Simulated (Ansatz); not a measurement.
# MoN₄H₆: how energies converge with the basis set

How large a basis does MoN₄H₆ need? Two functionals are run in growing sets.

The runs use Ansatz 0.2.0, Gaussian basis; one geometry, several basis sets.

Levels to be run: PBE0-D4/def2-SVP; ωB97M-V/def2-SVP; PBE0-D4/def2-QZVPP; ωB97M-V/def2-QZVPP; the functionals' def2-TZVPP values are taken from earlier runs.

## 1. Structure used throughout

The geometry comes from an earlier relaxation with PBE0-D4/def2-TZVP; it is a stationary point, not always the lowest conformer. Mo takes the def2 core potential; no spin-orbit term is included.

11 atoms, charge 0, spin multiplicity 1.

Atoms are counted from 1 here; the program's logs count them from 0.

Bond lengths: N1–Mo2 1.733 Å, N1–H6 1.010 Å, Mo2–N3 1.733 Å, Mo2–N4 1.947 Å, Mo2–N5 1.947 Å, N3–H7 1.010 Å, N4–H8 1.007 Å, N4–H9 1.007 Å, N5–H10 1.007 Å, N5–H11 1.007 Å. Angles: Mo2–N1–H6 155.5°, N1–Mo2–N3 115.6°, N1–Mo2–N4 107.2°, N1–Mo2–N5 107.2°, N3–Mo2–N4 107.2°, N3–Mo2–N5 107.2°, N4–Mo2–N5 112.5°, Mo2–N3–H7 155.5°, Mo2–N4–H8 123.5°, Mo2–N4–H9 123.5°, H8–N4–H9 111.7°, Mo2–N5–H10 123.5°, Mo2–N5–H11 123.5°, H10–N5–H11 111.7°.

## 2. PBE0-D4 in def2-SVP

The input, in.yaml:

```yaml
crystal:
  periodic: [false, false, false]
  atoms:
    - {symbol: N, position_ang: [-0.695758, 1.654283, 0.352966]}
    - {symbol: Mo, position_ang: [0.081857, 0.126586, 0.100368]}
    - {symbol: N, position_ang: [1.632237, -0.059119, 0.851530]}
    - {symbol: N, position_ang: [-1.085035, -1.243687, 0.842500]}
    - {symbol: N, position_ang: [0.342789, -0.076409, -1.818147]}
    - {symbol: H, position_ang: [-0.783311, 2.592333, 0.717350]}
    - {symbol: H, position_ang: [2.426353, 0.230380, 1.404666]}
    - {symbol: H, position_ang: [-0.745357, -2.078429, 1.292202]}
    - {symbol: H, position_ang: [-2.068612, -1.104915, 1.009003]}
    - {symbol: H, position_ang: [1.141724, -0.535827, -2.224398]}
    - {symbol: H, position_ang: [-0.181487, 0.437802, -2.507440]}
basis:
  gaussian: {orbitals: def2-SVP}
hamiltonian: {xc: pbe0, dispersion: d4}
output: {orbitals: {seedname: orbitals}}
```

The run is started by

```bash
> ansatz run in.yaml --threads 4 --pin off --events-out ev --progress --plain --max-ram 10444MiB
```

After this run come: ωB97M-V in def2-SVP; PBE0-D4 in def2-QZVPP; ωB97M-V in def2-QZVPP.

**Question.** What will the summary of the whole plan be? Wanted: PBE0-D4: double and triple zeta above quadruple; ωB97M-V: double and triple zeta above quadruple.

As calculated:

| quantity | value |
| --- | --- |
| PBE0-D4: double and triple zeta above quadruple | 8.39, 0.48 eV |
| ωB97M-V: double and triple zeta above quadruple | 8.64, 0.46 eV |

**Reading.** For PBE0-D4 the step from double to triple zeta gains 7.91 eV and the next only 0.48 eV. These are total energies; as a rule much of such shifts cancels in differences, which this series doesn't test. The LUMO of ωB97M-V is positive and keeps falling with the basis (1.54 to 0.65 eV): an unbound level that the basis holds in place.
